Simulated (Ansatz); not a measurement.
**CH3ISi (SMILES C=[SiH]I): single points off equilibrium**

Aim: energy, forces and dipole at a structure displaced at random from a GFN2-xTB minimum, from CCSD(T) and from density functionals.

Computed with Ansatz 0.2.0, Gaussian basis. Level: single points in def2-TZVPP.

Correlated methods freeze the cores. Filled d shells of the heavier atoms are correlated. Core potentials replace the inner electrons past krypton, and spin-orbit coupling is left out.

### 1 Where the work starts

SMILES `C=[SiH]I`, 6 atoms, charge 0, spin multiplicity 1.

Atoms are counted from 1 here; the program's logs count them from 0.

Bond lengths: C1–Si2 1.758 Å, C1–H4 1.164 Å, C1–H5 1.178 Å, Si2–I3 2.623 Å, Si2–H6 1.534 Å. Angles: Si2–C1–H4 122.5°, Si2–C1–H5 123.0°, H4–C1–H5 114.3°, C1–Si2–I3 121.9°, C1–Si2–H6 134.2°, I3–Si2–H6 103.9°.

Coordinates:

```xyz
6

C    -0.3002    0.6091   -0.8410
Si    0.1123   -0.1287    0.7004
I     0.9817   -2.5975    0.8648
H    -0.6657    1.7109   -0.9301
H    -0.1685    0.0564   -1.8730
H     0.1471    0.3704    2.1506
```

### 2 CCSD(T)/def2-TZVPP

Contents of run/in.yaml:

```yaml
crystal:
  periodic: [false, false, false]
  atoms:
    - {symbol: C, position_ang: [-0.300200, 0.609100, -0.841000]}
    - {symbol: Si, position_ang: [0.112300, -0.128700, 0.700400]}
    - {symbol: I, position_ang: [0.981700, -2.597500, 0.864800]}
    - {symbol: H, position_ang: [-0.665700, 1.710900, -0.930100]}
    - {symbol: H, position_ang: [-0.168500, 0.056400, -1.873000]}
    - {symbol: H, position_ang: [0.147100, 0.370400, 2.150600]}
basis:
  gaussian: {orbitals: def2-TZVPP}
correlation: {method: ccsd_t}
output: {forces: true}
```

No record of the launch command was kept for these runs.

### 3 PBE0-D4/def2-TZVPP

Changes to run/in.yaml since step 2:

```diff
@@ -11,3 +11,3 @@
   gaussian: {orbitals: def2-TZVPP}
-correlation: {method: ccsd_t}
-output: {forces: true}
+hamiltonian: {xc: pbe0, dispersion: d4}
+output: {forces: true, orbitals: {seedname: orbitals}}
```

### 4 wB97M-V/def2-TZVPP

Changes to run/in.yaml since step 3:

```diff
@@ -11,3 +11,3 @@
   gaussian: {orbitals: def2-TZVPP}
-hamiltonian: {xc: pbe0, dispersion: d4}
-output: {forces: true, orbitals: {seedname: orbitals}}
+hamiltonian: {xc: {name: wB97M-V}}
+output: {forces: true}
```

### 5 r2SCAN-D4/def2-TZVPP

Changes to run/in.yaml since step 4:

```diff
@@ -11,3 +11,3 @@
   gaussian: {orbitals: def2-TZVPP}
-hamiltonian: {xc: {name: wB97M-V}}
+hamiltonian: {xc: r2scan, dispersion: d4}
 output: {forces: true}
```

### 6 PBE-D4/def2-TZVPP

Changes to run/in.yaml since step 5:

```diff
@@ -11,3 +11,3 @@
   gaussian: {orbitals: def2-TZVPP}
-hamiltonian: {xc: r2scan, dispersion: d4}
+hamiltonian: {xc: pbe, dispersion: d4}
 output: {forces: true}
```

### 7 SPW92/def2-TZVPP

Changes to run/in.yaml since step 6:

```diff
@@ -11,3 +11,3 @@
   gaussian: {orbitals: def2-TZVPP}
-hamiltonian: {xc: pbe, dispersion: d4}
+hamiltonian: {xc: lda}
 output: {forces: true}
```

### 8 revPBE-D4/def2-TZVPP

Changes to run/in.yaml since step 7:

```diff
@@ -11,3 +11,3 @@
   gaussian: {orbitals: def2-TZVPP}
-hamiltonian: {xc: lda}
+hamiltonian: {xc: {name: revPBE}, dispersion: d4}
 output: {forces: true}
```

(Steps that only read results are left out.)

**Question.** What will these runs give? Wanted: energy less free atoms, CCSD(T)/def2-TZVPP; RMS force component; RMS force error; HOMO and LUMO, PBE0-D4; T1 diagnostic.

As calculated:

| quantity | value |
| --- | --- |
| energy less free atoms, CCSD(T)/def2-TZVPP | -18.269 eV |
| RMS force component | 0.910 to 1.037 eV/Å over the methods |
| RMS force error | PBE0-D4 0.189, wB97M-V 0.247, r2SCAN-D4 0.152, PBE-D4 0.155, SPW92 0.278, revPBE-D4 0.146 eV/Å |
| HOMO and LUMO, PBE0-D4 | -6.74 and -1.86 eV |
| T1 diagnostic | 0.012 |

Against CCSD(T) the functionals' energies less atoms differ by -3.272 to -0.384 eV, PBE-D4 by -0.980 eV. The reference is not at the basis limit: in triple zeta CCSD(T) underbinds, which counts against methods that bind more; the gaps are no ranking. The forces of revPBE-D4 come nearest to CCSD(T), those of SPW92 are farthest. Frozen-core CCSD(T) forces in triple zeta carry basis errors of their own, and this is one geometry, so small gaps rank nothing. The restricted Hartree–Fock reference is unstable towards an unrestricted one at one or more of these structures.
